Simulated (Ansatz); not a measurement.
# B6Se: what a guessed cell relaxes into, part 2 of 2

Where does this trial cell of B6Se go when cell and atoms are let free?

Ansatz 0.2.0; DFT PBE, scalar-relativistic, plane waves, PAW.

## 4. Relaxation on the finer mesh

The end of the coarse run is made exact in the group found at a tolerance of 0.06 Å and reduced to its primitive cell.

Contents of input.yaml:

```yaml
crystal:
  lattice:
    - [2.5570402756, 1.4763078915, 3.7458688364]
    - [-2.5570402756, 1.4763078915, 3.7458688364]
    - [0.0, -2.9526157829, 3.7458688364]
  atoms:
    - { symbol: B, position: [0.5, 0.1673394146, 0.8326605854] }
    - { symbol: B, position: [0.8326605854, 0.5, 0.1673394146] }
    - { symbol: B, position: [0.1673394146, 0.8326605854, 0.5] }
    - { symbol: B, position: [0.5, 0.8326605854, 0.1673394146] }
    - { symbol: B, position: [0.1673394146, 0.5, 0.8326605854] }
    - { symbol: B, position: [0.8326605854, 0.1673394146, 0.5] }
    - { symbol: Se, position: [0.0, 0.0, 0.0] }
basis:
  ecutwfc: 420
kpoints:
  mp_grid: { grid: [12, 12, 12] }
hamiltonian:
  xc: pbe
scf:
  occupations: { method: gaussian, width: 0.1 }
output:
  forces: true
  stress: true
  eigenvalues: true
  write_density: true
  write_potential: true
  elf: true
  volumetric_format: npy
relax:
  adjacent_minimum: "off"
  f_tol: 0.01
  max_steps: 80
  cell: { stress_tol: 0.05 }
```

Launch:

```bash
> ansatz run input.yaml --threads 1 --pin off --max-ram 2560MiB --backend cpu --events-out ev --progress --plain --runs-dir out
```

The log of the run:

```text
Warning: RAYON_NUM_THREADS=1 ignored (pool sized by the plan → 1); use --threads N
Engine: ansatz 0.2.0, aarch64-unknown-linux-gnu
Pseudopotentials: kind: paw
Pseudopotential: B, paw, valence charge 3, recommended cutoff 420 eV (normal), B.paw.azcp
Pseudopotential: Se, paw, valence charge 16, recommended cutoff 420 eV (normal), Se.paw.azcp
Functional definition: PBE
  parameter kappa = 0.804
  parameter beta = 0.06672455060314922
  exchange = pbe_x(kappa = kappa, mu = beta*pi^2/3)
  correlation = pbe_c(beta = beta)
Crystal: 7 atoms, lattice volume = 84.843 Å³
Basis set: ecut = 420 eV, 1663 PW (Γ), exchange–correlation on 64×64×64 points (8 copies of the dense FFT grid, shifted against one another)
Bands: 24, of which v1, the nominal top of the filled ones, is band 17 counted from 1 (16 counted from 0)
Symmetry: 12 space group operations
Space group: R-3m (ITA 166), of the structure as read, at distance tolerance 4.4e-5 Å
k-points: 189 of 1728
Non-local potential: B, projectors of the file, l = 0: 2, l = 1: 2, l = 2: 1
Non-local potential: Se, projectors of the file, l = 0: 2, l = 1: 2, l = 2: 3, l = 3: 1
PAW form: soft (Blöchl's): semilocal exchange-correlation on the pseudo side does not see the compensation charge
PAW one-centre angular grid: B, 110 points (default); XC on 64 Gauss nodes
PAW one-centre angular grid: Se, 590 points (default); XC on 64 Gauss nodes
Initial density: superposition of atomic densities (neutral atoms: chi_scale 0, normalization atom), corrected by the library's trained network
Initial wavefunctions: pseudopotential atomic-orbital guess
Functional: x = pbe(κ = 0.804, μ = 0.2195149727645171), c = pbe(β = 0.06672455060314922)
SCF iter   1: F=—  HF=-6398.417154 eV  |F-HF|=—  |Δ(HF+E_count)|=         —  Δρ=7.72e-3  dr2=6.80e-2  ethr=1.77e-3  ⟨swp⟩=5.4  Hψ=21249  notcnv=0  defer=13
preconditioner: auto → LDOS  [metal: Δε(μ)=0.005 eV  Ē_g=9.097 eV  σ=0.100 eV  W_gap=0.03  n_scr=14 (ndim 8)  ℏωp=19.7 eV  f_vac=0.028  D(μ)=2.37/eV (n_scr^D=14)  β→1.0]
SCF iter   2: F=—  HF=-6398.404996 eV  |F-HF|=—  |Δ(HF+E_count)|=   1.22e-2  Δρ=1.82e-3  dr2=2.65e-3  ethr=2.00e-4  ⟨swp⟩=2.9  Hψ=9026  notcnv=0  defer=322
SCF iter   3: F=—  HF=-6398.404612 eV  |F-HF|=—  |Δ(HF+E_count)|=   3.84e-4  Δρ=4.06e-4  dr2=2.61e-4  ethr=7.79e-6  ⟨swp⟩=2.0  Hψ=7408  notcnv=0  defer=322
SCF iter   4: F=—  HF=-6398.404522 eV  |F-HF|=—  |Δ(HF+E_count)|=   8.99e-5  Δρ=9.69e-5  dr2=4.80e-6  ethr=7.67e-7  ⟨swp⟩=2.0  Hψ=7176  notcnv=0  defer=322
SCF iter   5: F=—  HF=-6398.404534 eV  |F-HF|=—  |Δ(HF+E_count)|=   1.17e-5  Δρ=2.80e-5  dr2=2.89e-7  ethr=1.41e-8  ⟨swp⟩=2.0  Hψ=7291  notcnv=0  defer=322
SCF iter   6: F=-6398.404534 eV  HF=-6398.404534 eV  |F-HF|=1.21e-8  |Δ(HF+E_count)|=   3.16e-7  Δρ=6.73e-6  dr2=1.29e-8  ethr=2.94e-10  ⟨swp⟩=12.9  Hψ=30262  notcnv=0
SCF 1 converged in 6 iterations: F = -6398.404534 eV  dr2 = 1.29e-8
relax step   1: F+E_penalty+E_count = -6398.40453415 eV  Δ(F+E_penalty+E_count) = +0.000e0 eV  max|allowed force component| = 1.357e-1 eV/Å  Δτ_max = 0.0000 Å  P = +0.218 GPa  Ω = 84.843 Å³  (6 SCF iters, dr2 threshold 1.00e-7 eV, accepted)
Crystal: 7 atoms, lattice volume = 86.087 Å³
Basis set: ecut = 420 eV, 1699 PW (Γ), exchange–correlation on 64×64×64 points (8 copies of the dense FFT grid, shifted against one another)
Initial density: handed on by an earlier stage of this run
Initial wavefunctions: those handed on with the density
iter 1 solved again at ethr=1.11e-4 eV; its pass at ethr=3.10e-3 eV (dr2=3.77e-2 eV) is discarded
SCF iter   1: F=—  HF=-6398.427345 eV  |F-HF|=—  |Δ(HF+E_count)|=         —  Δρ=4.29e-3  dr2=3.79e-2  ethr=1.11e-4  ⟨swp⟩=1.1  Hψ=25261  notcnv=0
preconditioner: auto → LDOS  [metal: Δε(μ)=0.006 eV  Ē_g=9.025 eV  σ=0.100 eV  W_gap=0.03  n_scr=14 (ndim 8)  ℏωp=19.6 eV  f_vac=0.039  D(μ)=2.37/eV (n_scr^D=14)  β→1.0]
SCF iter   2: F=—  HF=-6398.420148 eV  |F-HF|=—  |Δ(HF+E_count)|=   7.20e-3  Δρ=1.37e-3  dr2=2.47e-3  ethr=1.11e-4  ⟨swp⟩=2.1  Hψ=6898  notcnv=0
SCF iter   3: F=—  HF=-6398.419684 eV  |F-HF|=—  |Δ(HF+E_count)|=   4.64e-4  Δρ=2.82e-4  dr2=1.41e-4  ethr=7.26e-6  ⟨swp⟩=2.2  Hψ=6442  notcnv=0
SCF iter   4: F=—  HF=-6398.419669 eV  |F-HF|=—  |Δ(HF+E_count)|=   1.52e-5  Δρ=4.33e-5  dr2=1.74e-6  ethr=4.14e-7  ⟨swp⟩=2.0  Hψ=7635  notcnv=0
SCF iter   5: F=-6398.419668 eV  HF=-6398.419668 eV  |F-HF|=1.17e-7  |Δ(HF+E_count)|=   1.22e-6  Δρ=1.77e-5  dr2=2.34e-7  ethr=2.06e-9  ⟨swp⟩=11.0  Hψ=39456  notcnv=0
SCF 2 converged in 5 iterations: F = -6398.419668 eV  dr2 = 2.34e-7
relax step   2: F+E_penalty+E_count = -6398.41966763 eV  Δ(F+E_penalty+E_count) = -1.513e-2 eV  max|allowed force component| = 9.190e-2 eV/Å  Δτ_max = 0.0022 Å  P = +0.146 GPa  Ω = 86.087 Å³  energy of the carried Pulay correction = -1.332e-3 eV  (5 SCF iters, dr2 threshold 7.00e-7 eV, accepted)
Crystal: 7 atoms, lattice volume = 86.902 Å³
Basis set: ecut = 420 eV, 1705 PW (Γ), exchange–correlation on 64×64×64 points (8 copies of the dense FFT grid, shifted against one another)
iter 1 solved again at ethr=5.56e-5 eV; its pass at ethr=3.10e-3 eV (dr2=1.89e-2 eV) is discarded
SCF iter   1: F=—  HF=-6398.425977 eV  |F-HF|=—  |Δ(HF+E_count)|=         —  Δρ=3.05e-3  dr2=1.88e-2  ethr=5.56e-5  ⟨swp⟩=1.5  Hψ=22459  notcnv=0
preconditioner: auto → LDOS  [metal: Δε(μ)=0.021 eV  Ē_g=8.976 eV  σ=0.100 eV  W_gap=0.12  n_scr=14 (ndim 8)  ℏωp=19.5 eV  f_vac=0.042  D(μ)=2.38/eV (n_scr^D=14)  β→1.0]
SCF iter   2: F=—  HF=-6398.422381 eV  |F-HF|=—  |Δ(HF+E_count)|=   3.60e-3  Δρ=1.14e-3  dr2=1.77e-3  ethr=5.52e-5  ⟨swp⟩=2.0  Hψ=5947  notcnv=0
SCF iter   3: F=—  HF=-6398.422075 eV  |F-HF|=—  |Δ(HF+E_count)|=   3.06e-4  Δρ=1.79e-4  dr2=5.22e-5  ethr=5.22e-6  ⟨swp⟩=2.0  Hψ=6071  notcnv=0
SCF iter   4: F=—  HF=-6398.422084 eV  |F-HF|=—  |Δ(HF+E_count)|=   9.06e-6  Δρ=3.34e-5  dr2=1.11e-6  ethr=1.54e-7  ⟨swp⟩=2.0  Hψ=7702  notcnv=0
SCF iter   5: F=-6398.422083 eV  HF=-6398.422083 eV  |F-HF|=8.08e-8  |Δ(HF+E_count)|=   8.82e-7  Δρ=1.44e-5  dr2=1.14e-7  ethr=2.06e-9  ⟨swp⟩=10.9  Hψ=39187  notcnv=0
SCF 3 converged in 5 iterations: F = -6398.422083 eV  dr2 = 1.14e-7
relax step   3: F+E_penalty+E_count = -6398.42208333 eV  Δ(F+E_penalty+E_count) = -2.416e-3 eV  max|allowed force component| = 7.424e-3 eV/Å  Δτ_max = 0.0031 Å  P = +0.016 GPa  Ω = 86.902 Å³  energy of the carried Pulay correction = -2.195e-3 eV  (5 SCF iters, dr2 threshold 7.00e-7 eV, accepted)
Basis set: ecut = 420 eV, 1705 PW (Γ), exchange–correlation on 72×72×72 points (8 copies of the dense FFT grid, shifted against one another)
Initial wavefunctions: pseudopotential atomic-orbital guess (no wavefunctions were taken with the density)
iter 1 solved again at ethr=4.35e-8 eV; its pass at ethr=3.10e-3 eV (dr2=1.48e-5 eV) is discarded
SCF iter   1: F=—  HF=-6398.422038 eV  |F-HF|=—  |Δ(HF+E_count)|=         —  Δρ=3.78e-4  dr2=3.00e-6  ethr=4.35e-8  ⟨swp⟩=3.2  Hψ=33277  notcnv=0
preconditioner: auto → LDOS  [metal: Δε(μ)=0.017 eV  Ē_g=8.981 eV  σ=0.100 eV  W_gap=0.09  n_scr=14 (ndim 8)  ℏωp=19.5 eV  f_vac=0.039  D(μ)=2.39/eV (n_scr^D=14)  β→1.0]
SCF iter   2: F=—  HF=-6398.424203 eV  |F-HF|=—  |Δ(HF+E_count)|=   2.17e-3  Δρ=9.69e-6  dr2=1.45e-7  ethr=8.82e-9  ⟨swp⟩=2.2  Hψ=6850  notcnv=0
SCF iter   3: F=—  HF=-6398.424203 eV  |F-HF|=—  |Δ(HF+E_count)|=   1.07e-7  Δρ=2.62e-6  dr2=6.62e-9  ethr=4.27e-10  ⟨swp⟩=2.0  Hψ=6644  notcnv=0
SCF iter   4: F=—  HF=-6398.424203 eV  |F-HF|=—  |Δ(HF+E_count)|=   7.44e-9  Δρ=8.78e-7  dr2=1.16e-9  ethr=1.95e-11  ⟨swp⟩=2.0  Hψ=6801  notcnv=0
SCF iter   5: F=-6398.424203 eV  HF=-6398.424203 eV  |F-HF|=5.18e-11  |Δ(HF+E_count)|=  1.90e-10  Δρ=1.80e-7  dr2=5.57e-11  ethr=1.00e-12  ⟨swp⟩=5.5  Hψ=24440  notcnv=0
SCF 4 converged in 5 iterations: F = -6398.424203 eV  dr2 = 5.57e-11
relax step   4: F+E_penalty+E_count = -6398.42420343 eV  Δ(F+E_penalty+E_count) = -2.120e-3 eV  max|allowed force component| = 7.547e-3 eV/Å  Δτ_max = 0.0000 Å  P = +0.042 GPa  Ω = 86.902 Å³  stress off target by 4.48e-2 GPa  SCF on the basis re-selected at this cell (its energy is not comparable with the rows above)  (5 SCF iters)
basis re-selected at this cell: Δ(F+E_penalty+E_count) = -2.120e-3 eV, ΔP = +0.026 GPa vs the last step (what re-selecting the basis moved, of the pressure what is left beyond the Pulay correction that the steps carried, after the strain that the cell walked since its last selection, with what the two solves' SCF thresholds leave and, on support functions, any second-order correction that the steps lacked; it is no measure of the basis error at this ecutwfc). The dense FFT grid was sized anew with the basis: this SCF ran on 36×36×36 points, the steps before it on 32×32×32, so part of this shift can come from that change (see relax.cell in the input reference). This SCF's stress stands 4.48e-2 GPa from its target on what of the cell is left free (relax.cell.stress_tol is 5.00e-2 GPa) and its largest allowed force component is 7.55e-3 eV/Å (relax.f_tol is 1.00e-2 eV/Å): within both
SCF converged after 5 iterations
Free energy (F): -6398.424203 eV
Harris-Foulkes:  -6398.424203 eV  (|F-HF|=5.18e-11)
Internal energy: -6398.412236 eV  (E = F + TS)
E sigma→0 (E₀):  -6398.418220 eV
Entropy (-TS):   -0.011967 eV (-1.710 meV/atom)
Fermi energy:    5.514290 eV
--- Per-component energies (eV) ---
  E_band       = -424.361498
  E_kinetic    = 389.373741
  E_local      = -3140.845901  (includes V_loc(G=0)·N_el)
  E_nonlocal   = -515.002545
  E_hartree    = 1479.887634
  E_xc         = -289.512332
  E_vxc        = -316.865816  (∫ρ·V_xc dr)
  E_paw        = -2384.797094  (= ΣΔE_a)
  E_vpaw       = 199.203922  (= ΣTr[D̂ρ^β])
  E_aug_tail   = -0.000553  (compensation charges beyond the density's cutoff)
  E_ewald      = -1937.515186
  E_smearing   = -0.011967  (= −TS)
  E_closure    = 0.000000  (closes the sum)
  Σ components = -6398.424203   (vs F -6398.424203, Δ=0.00e0)
--- Forces (eV/Å), atoms counted from 1 ---
  atom   1  B      0.00377334    -0.00653561     0.00000000
  atom   2  B      0.00377334     0.00653561    -0.00000000
  atom   3  B     -0.00754668    -0.00000000     0.00000000
  atom   4  B     -0.00377334     0.00653561    -0.00000000
  atom   5  B     -0.00377334    -0.00653561     0.00000000
  atom   6  B      0.00754668     0.00000000    -0.00000000
  atom   7  Se     0.00000000    -0.00000000     0.00000000
  max |Σ_I F_I| component: 3.04e-17 eV/Å
--- Stress (GPa, compression-positive) ---
        0.039970       0.000000      -0.000000
       -0.000000       0.039970       0.000000
       -0.000000       0.000000       0.044800
  P = ⅓ Tr σ = 0.0416 GPa (0.416 kbar)
--- Band table (eV; the first three rows and the last of 189) ---
  k-point 0: bands = ["-43.3708", "-43.3375", "-43.3375", "-43.2435", "-43.2435", "-9.1369", "-2.9896", "-1.2561", "-0.4987", "-0.4987", "-0.3265", "-0.3265", "1.7315", "2.7456", "2.9707", "2.9707", "6.7331", "6.7331", "7.4661", "7.4661", "9.9480", "10.6984", "11.8092", "11.8092"]
  k-point 1: bands = ["-43.3708", "-43.3375", "-43.3375", "-43.2435", "-43.2435", "-9.1155", "-3.0730", "-1.4753", "-0.7710", "-0.6974", "-0.0833", "0.2238", "1.7504", "2.8016", "2.9101", "3.0952", "6.6799", "6.6961", "7.3344", "7.5012", "10.0084", "10.8139", "11.6412", "11.8510"]
  k-point 2: bands = ["-43.3708", "-43.3375", "-43.3375", "-43.2435", "-43.2435", "-9.0552", "-3.3232", "-1.8076", "-0.9719", "-0.9116", "0.2524", "0.8990", "1.8893", "2.7809", "2.9177", "3.4673", "6.3590", "6.5284", "6.9896", "7.8504", "10.1265", "11.0728", "11.2332", "11.9481"]
  k-point 188: bands = ["-43.3708", "-43.3375", "-43.3375", "-43.2435", "-43.2435", "-8.3954", "-5.6781", "-1.3724", "-1.3724", "-0.0560", "-0.0560", "0.9055", "1.2931", "4.6874", "4.8563", "4.8563", "6.3942", "7.0846", "7.0846", "7.4631", "7.4631", "10.3089", "10.3089", "14.3850"]
--- Relaxed structure (3 steps of the walk, 3 accepted, 1 SCFs on fresh bases) ---
  F+E_penalty+E_count = -6398.42420343 eV   max|allowed force component| = 7.547e-3 eV/Å   (the final SCF, on the basis selected at the relaxed cell)
  cell:  # Å, volume = 86.9016 Å³
    - [2.55047009411389, 1.4725145954139032, 3.8565307790604884]
    - [-2.55047009411389, 1.4725145954139032, 3.8565307790604884]
    - [3.363268862383306e-34, -2.9450291907763293, 3.8565307790801433]
  atoms:
    - { symbol: B, position: [0.5, 0.16629191800109244, 0.8337080819989076] }
    - { symbol: B, position: [0.8337080819989078, 0.5, 0.16629191800109216] }
    - { symbol: B, position: [0.16629191800109244, 0.8337080819989077, 0.49999999999999994] }
    - { symbol: B, position: [0.5, 0.8337080819989078, 0.16629191800109216] }
    - { symbol: B, position: [0.16629191800109244, 0.5, 0.8337080819989076] }
    - { symbol: B, position: [0.8337080819989077, 0.16629191800109244, 0.49999999999999994] }
    - { symbol: Se, position: [1.398859280752293e-20, 1.398859280752293e-20, -2.797718561501908e-20] }
```

Wall time 2 min (1 thread of Arm Neoverse V1, shared host); peak memory 0.59 GiB.

Step by step:

```
step  E - E(step 1) (eV/cell)  largest force component (eV/Å)  pressure (GPa)  volume (Å³)
   1                   0.0000                          0.1357            0.22        84.84
   2                  -0.0151                          0.0919            0.15        86.09
   3                  -0.0175                          0.0074            0.02        86.90
   4                  -0.0197                          0.0075            0.04        86.90
```

Step 1 is the start. Step 4 repeats the geometry before it on a plane-wave basis chosen anew for that cell, so its energy need not be comparable with the rows above.

Lengths and angles in the start's conventional setting:

|  | before | after | change |
| --- | --- | --- | --- |
| a (Å) | 5.114 | 5.101 | -0.3 % |
| b (Å) | 5.114 | 5.101 | -0.3 % |
| c (Å) | 11.238 | 11.570 | +3.0 % |
| volume (Å³/atom) | 12.12 | 12.41 | +2.4 % |
| shortest distance (Å) | 1.701 | 1.696 | -0.3 % |
| space group (0.01 Å) | R-3m | R-3m | same |

Forces and stress were held to the start's 12 operations: a distortion of lower symmetry was not tested.

Axes a, b and c in the maps are those of this run's conventional cell (a, b, c = 5.101, 5.101, 11.570 Å).

Density in a lattice plane of the grid's cell (edges 5.10 and 11.57 Å, at 0.000 of the third edge), which holds B and Se.

Ten even steps from '0' (0.01 e/Å³) to '9' (45.41 e/Å³):
```
0000000000
0000000000
0000000000
0000000000
0000000000
0000000000
0000000000
0000000000
0000000000
0000000000
0000000000
0000000000
0000000000
0000000000
0000000000
0000000000
0000000000
0000000000
0000000000
9100000001
```
Columns run along the first of these edges and rows up along the second, over one cell in 10 and 20 even steps from the bottom left corner. Atoms in the plane (fractional): B at (0.67, 0.83), B at (0.67, 0.17), B at (0.67, 0.50), B at (0.33, 0.17), B at (0.33, 0.83), B at (0.33, 0.50), Se at (0.00, 0.00).

ELF in the same plane.

Ten even steps from '0' (0.00) to '9' (0.96):
```
6752121257
2243585342
0250494052
0261393162
0143333341
0001121100
0000232000
0022232220
0252585252
0360393063
0252585252
0022232220
0000232000
0001121100
0143333341
0261393162
0250494052
2243585342
6752121257
1672000276
```
Columns run along the first of these edges and rows up along the second, over one cell in 10 and 20 even steps from the bottom left corner. Atoms in the plane (fractional): B at (0.67, 0.83), B at (0.67, 0.17), B at (0.67, 0.50), B at (0.33, 0.17), B at (0.33, 0.83), B at (0.33, 0.50), Se at (0.00, 0.00).

Both are smooth fields of the valence electrons: close to the nuclei they are not physical.

The highest ELF values outside the cores: 0.96 on the B–B line, 0.9 Å from B; 0.81 beside Se, off the lines to its neighbours, 0.8 Å from Se.

## 5. Variant: ecutrho_ratio 12, n_extra_bands 2

input.yaml, as its differences from that of step 4:

```diff
@@ -15,2 +15,3 @@
   ecutwfc: 420
+  ecutrho_ratio: 12
 kpoints:
@@ -21,10 +22,7 @@
   occupations: { method: gaussian, width: 0.1 }
+  n_extra_bands: 2
 output:
   forces: true
+  eigenvalues: true
   stress: true
-  eigenvalues: true
-  write_density: true
-  write_potential: true
-  elf: true
-  volumetric_format: npy
 relax:
```

Launch:

```bash
> ansatz run input.yaml --threads 1 --pin off --max-ram 2560MiB --backend cpu --events-out ev --progress --plain --runs-dir out
```

The log of the run, shortened:

```text
Warning: RAYON_NUM_THREADS=1 ignored (pool sized by the plan → 1); use --threads N
scf.n_extra_bands = 2 over 17 filled bands (N_el = 34.0): the run solves 19 bands
[...]
[... 4 set-up lines as earlier in the session ...]
[...]
Crystal: 7 atoms, lattice volume = 84.843 Å³
Basis set: ecut = 420 eV, 1663 PW (Γ), exchange–correlation on 120×120×120 points (8 copies of the dense FFT grid, shifted against one another)
Bands: 19, of which v1, the nominal top of the filled ones, is band 17 counted from 1 (16 counted from 0)
[... 2 set-up lines as earlier in the session ...]
k-points: 189 of 1728
[...]
--- Relaxed structure (3 steps of the walk, 3 accepted, 1 SCFs on fresh bases) ---
  F+E_penalty+E_count = -6398.42419287 eV   max|allowed force component| = 7.465e-3 eV/Å   (the final SCF, on the basis selected at the relaxed cell)
  cell:  # Å, volume = 86.9046 Å³
    - [2.550477236870485, 1.4725187192863467, 3.856642342361033]
    - [-2.550477236870485, 1.4725187192863467, 3.856642342361033]
    - [8.796453132801531e-35, -2.9450374385212146, 3.856642342380688]
  atoms:
    - { symbol: B, position: [0.5, 0.16629112360739773, 0.8337088763926025] }
    - { symbol: B, position: [0.8337088763926023, 0.49999999999999983, 0.1662911236073975] }
    - { symbol: B, position: [0.16629112360739762, 0.8337088763926024, 0.49999999999999994] }
    - { symbol: B, position: [0.49999999999999983, 0.8337088763926023, 0.1662911236073975] }
    - { symbol: B, position: [0.16629112360739773, 0.5, 0.8337088763926025] }
    - { symbol: B, position: [0.8337088763926024, 0.16629112360739762, 0.49999999999999994] }
    - { symbol: Se, position: [2.6103069542026378e-20, 1.874116073019565e-21, -2.797718561501904e-20] }
```

Run time: 98 s. Hardware: 1 thread of Arm Neoverse V1, shared host; peak memory 0.72 GiB.

```csv
run,ending,energy change,pressure (GPa),gap (eV),force (eV/Å),cycles,time
step 4,converged,0,0.0,0.00,0.01,-,2 min
variant,converged,0.0 meV/atom,0.0,0.00,0.01,-,98 s
```

Changing the numerical grids and band count leaves the energy as it was (0.0 meV/atom).

## 6. Results

What follows sums up all 2 parts. Changes of volume or cell count from the first structure of part 1.

| quantity | value |
| --- | --- |
| symmetry at the end (tolerance 0.05 Å) | space group R-3m (No. 166) |
| conventional cell | a = 5.101 Å, b = 5.101 Å, c = 11.570 Å, α = 90.00°, β = 90.00°, γ = 120.00° |
| volume | 12.41 Å³/atom |
| energy over the elements | +0.88 eV/atom |
| gap on the mesh | none (metal) |

**Reading.** The symmetry goes from space group R-3 (No. 148) to space group R-3m (No. 166), and the volume per atom grows by 6.4 % from the first guess. With a positive formation energy it can't be a ground state. No finished test with a distortion of lower symmetry is shown, so the end may be a saddle point. The final runs have no spin polarisation, so no magnetic state was tried and one may lie lower.
